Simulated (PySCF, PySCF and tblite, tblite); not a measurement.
# C₄H₁₀Si: conformers and averaged spectra

Which conformers does C₄H₁₀Si (`CC/C=C\[SiH3]`) populate, and what do their averaged NMR parameters look like?

Programs: PySCF 2.14.0 with density-fitted response routines of our own, and tblite 0.8.0. All values are computed, except where a source is named. Atoms count from 0 throughout.

### Step 1. The molecule as given

15 atoms, charge 0, multiplicity 1; geometry from: MMFF94s geometry.

Bonds of the start (Å): C0–C1 1.50, C0–H5 1.09, C0–H6 1.10, C0–H7 1.10, C1–C2 1.51, C1–H8 1.10, C1–H9 1.10, C2–C3 1.34, C2–H10 1.10, C3–H11 1.09, C3–Si4 1.83, Si4–H12 1.49, Si4–H13 1.47, Si4–H14 1.48.

### Step 2. GFN2-xTB relaxation, conformer 1

What the job is given:

```
{"job": {"xc": "GFN2-xTB", "basis": "xTB", "kind": "relax"}, "charge": 0, "multiplicity": 1}
C     -2.069600     0.575400    -0.398600
C     -1.077900    -0.014100     0.565800
C     -0.166300    -1.017000    -0.105700
C      1.150500    -0.930400    -0.314300
Si     2.337100     0.375700     0.164800
H     -1.578200     1.121100    -1.206100
H     -2.703000    -0.195900    -0.853600
H     -2.730900     1.285200     0.127200
H     -1.605400    -0.536900     1.381500
H     -0.511900     0.789500     1.052100
H     -0.687600    -1.907200    -0.478500
H      1.636600    -1.763200    -0.818100
H      1.901100     1.680700    -0.399700
H      2.421600     0.495700     1.631900
H      3.679300     0.049300    -0.370700
```

Run with:

```bash
$ OMP_NUM_THREADS=1 python ens_run.py task.json out
```

One launch serves the whole session.

Output:

```text
step      E/eV     max force
  0    -417.74478    1.538
  1    -417.79888    0.574
  2    -417.80680    0.404
  3    -417.81315    0.260
  4    -417.82268    0.260
  5    -417.82698    0.238
  6    -417.83064    0.155
  7    -417.83245    0.125
  8    -417.83415    0.108
  9    -417.83586    0.125
 10    -417.83770    0.122
 11    -417.83926    0.099
 12    -417.84036    0.090
 13    -417.84111    0.083
 14    -417.84173    0.072
 15    -417.84239    0.064
 16    -417.84320    0.071
 17    -417.84407    0.081
 18    -417.84484    0.067
 19    -417.84545    0.058
 20    -417.84598    0.076
 21    -417.84647    0.063
 22    -417.84692    0.047
 23    -417.84729    0.046
 24    -417.84758    0.052
 25    -417.84783    0.057
 26    -417.84808    0.044
 27    -417.84834    0.037
 28    -417.84834    0.037
 29    -417.84846    0.034
 30    -417.84864    0.032
 31    -417.84869    0.032
 32    -417.84886    0.028
 33    -417.84895    0.024
 34    -417.84902    0.021
 35    -417.84907    0.018
 36    -417.84913    0.021
 37    -417.84919    0.021
 38    -417.84924    0.017
 39    -417.84928    0.016
 40    -417.84931    0.014
 41    -417.84934    0.014
 42    -417.84937    0.013
 43    -417.84940    0.013
 44    -417.84943    0.015
 45    -417.84947    0.017
 46    -417.84951    0.017
 47    -417.84955    0.016
 48    -417.84959    0.014
 49    -417.84963    0.020
 50    -417.84967    0.019
 51    -417.84970    0.014
 52    -417.84973    0.012
 53    -417.84976    0.016
 54    -417.84980    0.022
 55    -417.84983    0.017
 56    -417.84985    0.011
 57    -417.84986    0.012
 58    -417.84987    0.010
 59    -417.84988    0.008
 60    -417.84989    0.006
 61    -417.84989    0.007
 62    -417.84989    0.008
 63    -417.84990    0.006
 64    -417.84990    0.004
 65    -417.84991    0.005
 66    -417.84991    0.006
 67    -417.84992    0.008
 68    -417.84992    0.007
 69    -417.84993    0.005
 70    -417.84993    0.005
 71    -417.84993    0.007
 72    -417.84994    0.006
 73    -417.84994    0.003
```

It took 0.29 s on 1 thread of Arm Neoverse V2, shared host.

The energy fell by 0.105 eV, and the atoms moved 0.09 Å (root mean square).

### Step 3. Shieldings, conformer 1: PBE0/pcSseg-1 in chloroform

What the job is given:

```
{"job": {"xc": "PBE0", "basis": "pcSseg-1", "solvent": "chloroform", "kind": "nmr", "pop": true}, "charge": 0, "multiplicity": 1}
C     -2.034667     0.582195    -0.389978
C     -1.008578    -0.028379     0.564947
C     -0.180964    -1.058788    -0.130974
C      1.127206    -0.983238    -0.340771
Si     2.267581     0.415764     0.190749
H     -1.529493     1.071644    -1.219670
H     -2.688654    -0.188482    -0.793012
H     -2.646438     1.318245     0.126519
H     -1.536499    -0.498682     1.400221
H     -0.366331     0.757088     0.965681
H     -0.746122    -1.912280    -0.494401
H      1.593600    -1.805450    -0.871683
H      1.822110     1.695191    -0.371844
H      2.311385     0.525763     1.653068
H      3.611450     0.117400    -0.310766
```

Output:

```text
coarse grid: 12168 points
cycle   1  E = -447.4883849799  dE =  2.306e-01  |g| = 3.626e-01  |ddm| = 3.269e+00
cycle   2  E = -447.4851297474  dE =  3.255e-03  |g| = 3.826e-01  |ddm| = 6.459e-01
cycle   3  E = -447.5244675086  dE = -3.934e-02  |g| = 2.353e-02  |ddm| = 3.495e-01
cycle   4  E = -447.5245352714  dE = -6.776e-05  |g| = 1.757e-02  |ddm| = 3.283e-02
cycle   5  E = -447.5246087422  dE = -7.347e-05  |g| = 5.084e-03  |ddm| = 1.664e-02
cycle   6  E = -447.5246151258  dE = -6.384e-06  |g| = 6.638e-04  |ddm| = 4.496e-03
final grid: 110480 points
cycle   7  E = -447.5546146938  dE = -2.245e-05  |g| = 6.748e-03  |ddm| = 1.975e-02
cycle   8  E = -447.5546112471  dE =  3.447e-06  |g| = 7.653e-03  |ddm| = 1.248e-02
cycle   9  E = -447.5546269427  dE = -1.570e-05  |g| = 6.765e-04  |ddm| = 6.689e-03
cycle  10  E = -447.5546270458  dE = -1.031e-07  |g| = 2.272e-04  |ddm| = 6.803e-04
cycle  11  E = -447.5546270586  dE = -1.278e-08  |g| = 2.709e-05  |ddm| = 1.708e-04
cycle  12  E = -447.5546270587  dE = -1.265e-10  |g| = 6.693e-06  |ddm| = 3.234e-05
converged SCF energy = -447.5546270587

GIAO shielding tensors (ppm)
atom      isotropic    diamagn.    paramagn.     s11        s22        s33       span
  0 C      171.568     247.723     -76.155    161.092    167.264    186.347     25.255
  1 C      153.268     249.458     -96.190    141.708    151.715    166.380     24.672
  2 C       20.598     257.065    -236.467   -109.875     21.029    150.640    260.515
  3 C       67.569     259.212    -191.643    -37.996     71.760    168.942    206.937
  4 Si     439.868     880.314    -440.445    420.038    431.311    468.256     48.217
  5 H       30.836      30.775       0.061     26.562     29.811     36.136      9.574
  6 H       30.533      29.638       0.895     26.600     28.427     36.571      9.971
  7 H       30.408      28.945       1.464     26.200     27.573     37.452     11.252
  8 H       29.337      30.756      -1.419     25.458     27.735     34.818      9.360
  9 H       29.580      33.606      -4.026     25.489     29.275     33.976      8.487
 10 H       24.656      32.293      -7.638     22.227     24.117     27.624      5.397
 11 H       25.970      30.931      -4.961     23.946     25.634     28.329      4.382
 12 H       27.500      29.773      -2.273     23.963     26.845     31.693      7.730
 13 H       27.488      29.340      -1.851     24.195     26.124     32.145      7.950
 14 H       27.787      28.865      -1.079     24.699     25.823     32.838      8.139
```

It took 15 s on 1 thread of Arm Neoverse V2, shared host; peak memory 0.79 GiB.

This run: HOMO -7.46 eV, LUMO -0.25 eV; dipole 1.22 D.

The fields below are evaluated on a grid from the run's orbitals.

Frontier orbitals at PBE0/pcSseg-1, with the share of their density that lies nearest to each atom:

| orbital | energy (eV) | lies on |
| --- | --- | --- |
| HOMO | -7.46 | C2, C3 about 34 % each |
| LUMO | -0.25 | C2, C3 about 27 % each; Si4 7 %; 4 H atoms about 6 % each |

ELF in a plane through or near 5 of the atoms.

Ten even steps from ' ' (0.00) to '@' (1.00):
```
                                                        
                                                        
                                                        
                  ....                                  
                ::++##++..                              
              ..**@@@@@@::          ==%%@@##..          
          ....::##@@@@@@::        ::##@@@@@@==          
      ..**##++----++@@%%..      ..==%%@@@@@@++          
      ##@@@@@@++--++  --      ..====::####==..          
      %%@@@@@@##..--..++..  ..::++--**++**--            
      %%@@@@@@@@----@@##++====----++##@@@@@@==          
      ==@@@@@@++--##%%==##%%**++..::%%@@@@@@##          
        ----..  ..**##::####++**--  --@@@@@@--          
                ++@@@@%%====##@@%%    ::++::            
                %%@@@@@@::..%%@@@@--                    
                **@@@@**    **@@@@::                    
                  ==++..    ..==--                      
                                                        
                                                        
                                                        
```
The map spans 12.4 Å across and 9.2 Å up, centred on the molecule. Atoms in the plane (x, y in Å): C0 (2.1, 0.4), C3 (-1.2, -1.0), H6 (2.7, -0.5), H11 (-1.6, -1.9), H14 (-3.6, 0.1).

log10 of the density (e/Å³) in the same plane.

Ten even steps from '0' (-4.0) to '9' (1.6):
```
0000000000000000000000000000
0000000000000000000000000000
0000000111111000000000000000
0000001222222100011110000000
0000112334433211122222100000
0001223455554322334443210000
0012334556654333455654320000
0012445566654444566765420000
0123566688654455678765421000
0123567677665555679765421000
0123566666666666667765421000
0123455556777666556765420000
0012333456777776545554310000
0001222356776666543333210000
0000112346765566543221100000
0000001234544445432100000000
0000000123333233321000000000
0000000011221122210000000000
0000000000000000000000000000
0000000000000000000000000000
```
The map spans 12.4 Å across and 9.2 Å up, centred on the molecule. Atoms in the plane (x, y in Å): C0 (2.1, 0.4), C3 (-1.2, -1.0), H6 (2.7, -0.5), H11 (-1.6, -1.9), H14 (-3.6, 0.1).

On the surface of density 0.002 e/bohr³ the electrostatic potential runs, from the 1st to the 99th percentile, from -0.61 V near C3 to 0.78 V near H10.

### Step 4. Single-point energy, conformer 1: CAM-B3LYP/def2-TZVP in chloroform

Changed since step 3:

```diff
@@ -1,2 +1,2 @@
-{"job": {"xc": "PBE0", "basis": "pcSseg-1", "solvent": "chloroform", "kind": "nmr", "pop": true}, "charge": 0, "multiplicity": 1}
+{"job": {"xc": "CAM-B3LYP", "basis": "def2-TZVP", "solvent": "chloroform", "kind": "sp"}, "charge": 0, "multiplicity": 1}
 C     -2.034667     0.582195    -0.389978
```

Output:

```text
coarse grid: 12168 points
cycle   1  E = -447.8643364105  dE =  3.152e-01  |g| = 3.262e-01  |ddm| = 2.676e+00
cycle   2  E = -447.8770388840  dE = -1.270e-02  |g| = 2.515e-01  |ddm| = 4.029e-01
cycle   3  E = -447.8925093984  dE = -1.547e-02  |g| = 3.093e-02  |ddm| = 1.875e-01
cycle   4  E = -447.8927439075  dE = -2.345e-04  |g| = 1.585e-02  |ddm| = 3.842e-02
cycle   5  E = -447.8928010636  dE = -5.716e-05  |g| = 3.476e-03  |ddm| = 1.108e-02
cycle   6  E = -447.8928042430  dE = -3.179e-06  |g| = 7.074e-04  |ddm| = 3.488e-03
final grid: 110480 points
cycle   7  E = -447.8852149599  dE = -3.105e-05  |g| = 3.874e-03  |ddm| = 3.701e-02
cycle   8  E = -447.8852157913  dE = -8.314e-07  |g| = 3.398e-03  |ddm| = 5.482e-03
cycle   9  E = -447.8852186403  dE = -2.849e-06  |g| = 2.890e-04  |ddm| = 2.246e-03
cycle  10  E = -447.8852186522  dE = -1.190e-08  |g| = 2.224e-04  |ddm| = 3.534e-04
cycle  11  E = -447.8852186637  dE = -1.156e-08  |g| = 1.950e-05  |ddm| = 1.391e-04
cycle  12  E = -447.8852186639  dE = -1.510e-10  |g| = 6.606e-06  |ddm| = 3.453e-05
converged SCF energy = -447.8852186639
```

It took 12 s on 1 thread of Arm Neoverse V2, shared host; peak memory 0.86 GiB.

Key values: HOMO -8.72 eV, LUMO 0.85 eV; dipole 1.25 D.

### Step 5. Excited states, conformer 1: wB97X-D/def2-SVPD in chloroform

Changed since step 4:

```diff
@@ -1,2 +1,2 @@
-{"job": {"xc": "CAM-B3LYP", "basis": "def2-TZVP", "solvent": "chloroform", "kind": "sp"}, "charge": 0, "multiplicity": 1}
+{"job": {"xc": "wB97X-D", "basis": "def2-SVPD", "nstates": 6, "ntriplets": 0, "solvent": "chloroform", "kind": "uv"}, "charge": 0, "multiplicity": 1}
 C     -2.034667     0.582195    -0.389978
```

Output:

```text
coarse grid: 12168 points
cycle   1  E = -447.5723643600  dE =  3.254e-01  |g| = 2.542e-01  |ddm| = 4.961e+00
cycle   2  E = -447.5863093044  dE = -1.394e-02  |g| = 1.549e-01  |ddm| = 8.082e-01
cycle   3  E = -447.5925717456  dE = -6.262e-03  |g| = 2.993e-02  |ddm| = 3.072e-01
cycle   4  E = -447.5928405212  dE = -2.688e-04  |g| = 1.308e-02  |ddm| = 1.081e-01
cycle   5  E = -447.5928862952  dE = -4.577e-05  |g| = 2.401e-03  |ddm| = 2.589e-02
cycle   6  E = -447.5928887551  dE = -2.460e-06  |g| = 5.904e-04  |ddm| = 1.076e-02
final grid: 110480 points
cycle   7  E = -447.6567214822  dE = -8.920e-05  |g| = 2.563e-03  |ddm| = 1.210e-01
cycle   8  E = -447.6567233990  dE = -1.917e-06  |g| = 7.079e-04  |ddm| = 1.613e-02
cycle   9  E = -447.6567235291  dE = -1.301e-07  |g| = 4.017e-04  |ddm| = 2.956e-03
cycle  10  E = -447.6567235744  dE = -4.536e-08  |g| = 9.837e-05  |ddm| = 9.887e-04
cycle  11  E = -447.6567235773  dE = -2.818e-09  |g| = 3.119e-05  |ddm| = 3.314e-04
cycle  12  E = -447.6567235776  dE = -3.115e-10  |g| = 1.201e-05  |ddm| = 8.419e-05
converged SCF energy = -447.6567235776

Static polarisability (au): isotropic 95.712, principal 80.303 88.819 118.014

Singlet excitations
state   eV       nm        f      main configurations
  1   6.6199    187.3   0.48155   H->L 0.95
  2   6.7632    183.3   0.01514   H-1->L 0.92
  3   7.3377    169.0   0.01733   H->L+1 0.65, H->L+2 0.27
  4   7.9391    156.2   0.00232   H->L+3 0.38, H->L+4 0.26, H->L+5 0.10
  5   8.0957    153.1   0.00181   H->L+2 0.38, H->L+3 0.25, H->L+1 0.11
  6   8.2035    151.1   0.02638   H-3->L 0.57, H-2->L 0.17
```

Run time: 21 s. Hardware: 1 thread of Arm Neoverse V2, shared host; peak memory 0.9 GiB.

In short: HOMO -9.29 eV, LUMO 1.47 eV; dipole 1.26 D; S1 6.62 eV.

[end of part 1 of 2]
